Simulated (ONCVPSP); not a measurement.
# An ONCV potential for aluminium, from input to tests

Task: generate the file, and judge it by its errors in other configurations, its logarithmic derivatives, its ghosts and its cutoff.

The numbers are computed with ONCVPSP 4.0.1.1 (patched build) (LDA (Perdew-Wang 92), scalar-relativistic, spin-unpolarised reference atom).

### Step 1. The design

Typed settings, in words:

```json
{"element": "aluminium (Al, Z = 13)", "type": "optimised norm-conserving Vanderbilt (ONCV)", "frozen core": "[He]", "valence charge": "11", "reference configuration": "2s2 2p6 3s2 (charge +1)", "partial waves": "2s+3s: rc 1.10 bohr, ncon 4, nbas 7, qcut 12.5 1/bohr, 2 projectors; 2p: rc 0.90 bohr, ncon 4, nbas 8, qcut 14 1/bohr, 2 projectors, debl 0.5 Ha; d scattering state at 0.03 Ha: rc 0.90 bohr, ncon 3, nbas 7, qcut 10.3 1/bohr, local", "local potential": "the d channel", "core correction": "Teter function fitted to the true core (icmod 2), fcfact 0.2"}
```

The outer shells as boxes (Hund's rule for the drawing; the calculation is spin-unpolarised):

```
[He] core
2s [↑↓]
2p [↑↓][↑↓][↑↓]
3s [↑↓]
```

The nodes and maxima of the atom's own shells, from an earlier all-electron run, set the scale for the radii.

All-electron outer shells of the reference configuration (LDA (PZ), scalar-relativistic, ld1.x):

| shell | level (eV) | outermost node (bohr) | outermost maximum (bohr) |
| --- | --- | --- | --- |
| 1s | -1512.83 | – | 0.08 |
| 2s | -115.86 | 0.17 | 0.50 |
| 2p | -78.09 | – | 0.43 |
| 3s | -14.92 | 0.80 | 2.01 |
| 3p | -9.16 | 0.81 | 2.39 |

### Step 2. The generation run

File Al.dat:

```
# ATOM AND REFERENCE CONFIGURATION
# atsym  z   nc   nv     iexc    psfile
  Al 13.00    1    3  -001012      upf
#
#   n    l    f
    1    0    2.00
    2    0    2.00
    2    1    6.00
    3    0    2.00
#
# PSEUDOPOTENTIAL AND OPTIMIZATION
# lmax
    2
#
#   l,   rc,      ep,       ncon, nbas, qcut
    0    1.10    0.00    4    7   12.50
    1    0.90    0.00    4    8   14.00
    2    0.90    0.03    3    7   10.30
#
# LOCAL POTENTIAL
# lloc, lpopt,  rc(5),   dvloc0
    2    5    0.90    0.00
#
# VANDERBILT-KLEINMAN-BYLANDER PROJECTORs
# l, nproj, debl
    0    2    2.30
    1    2    0.50
    2    0    1.30
#
# MODEL CORE CHARGE
# icmod, fcfact, rcfact
    2    0.20    0.85
#
# LOG DERIVATIVE ANALYSIS
# epsh1, epsh2, depsh
   -6.00    5.00    0.04
#
# OUTPUT GRID
# rlmax, drl
    6.00    0.01
#
# TEST CONFIGURATIONS
# ncnf
    4
# nvcnf
#   n    l    f
    4
    2    0    2.00
    2    1    6.00
    3    0    2.00
    3    1    1.00
#
    3
    2    0    2.00
    2    1    6.00
    3    0    1.00
#
    3
    2    0    2.00
    2    1    6.00
    3    0    0.00
#
    4
    2    0    2.00
    2    1    6.00
    3    0    1.00
    3    1    1.00
#
```

The run is started by

```
$ oncvpsp.x < Al.dat > Al.out
```

Q: Predict the outcome of this session. Wanted: cutoffs for 1 and 0.1 mHa per electron, occupied waves; bound ghosts; GHOST(+) flags; largest test error; largest phase difference near zero energy, channels read; rms error of d²Exc/dn², without and with the model core; projector energies reset by the program.

The runs gave:

```
                                                quantity                      value
  cutoffs for 1 and 0.1 mHa per electron, occupied waves            84 Ha and 96 Ha
                                            bound ghosts                 none found
                                          GHOST(+) flags         none at low energy
                            largest test error (AE − PS)  -4.9 meV, for 2s2 2p6 3s0
largest phase difference near zero energy, channels read                  0.000 rad
 rms error of d²Exc/dn², without and with the model core          2.91 and 1.68 mHa
                 projector energies reset by the program        p: -2.870, 0.250 Ha
```

In words: By total energies transferability is very good: the largest error is 4.9 meV on 47.8 eV, for 2s2 2p6 3s0. It counts as very hard, with 84 Ha needed at the looser tolerance. At the looser tolerance the 2p wave is the slowest; 2s needs 25 Ha. No bound ghost shows below the valence levels. Near zero energy the phases of the channels with partial waves agree within 0.001 rad.
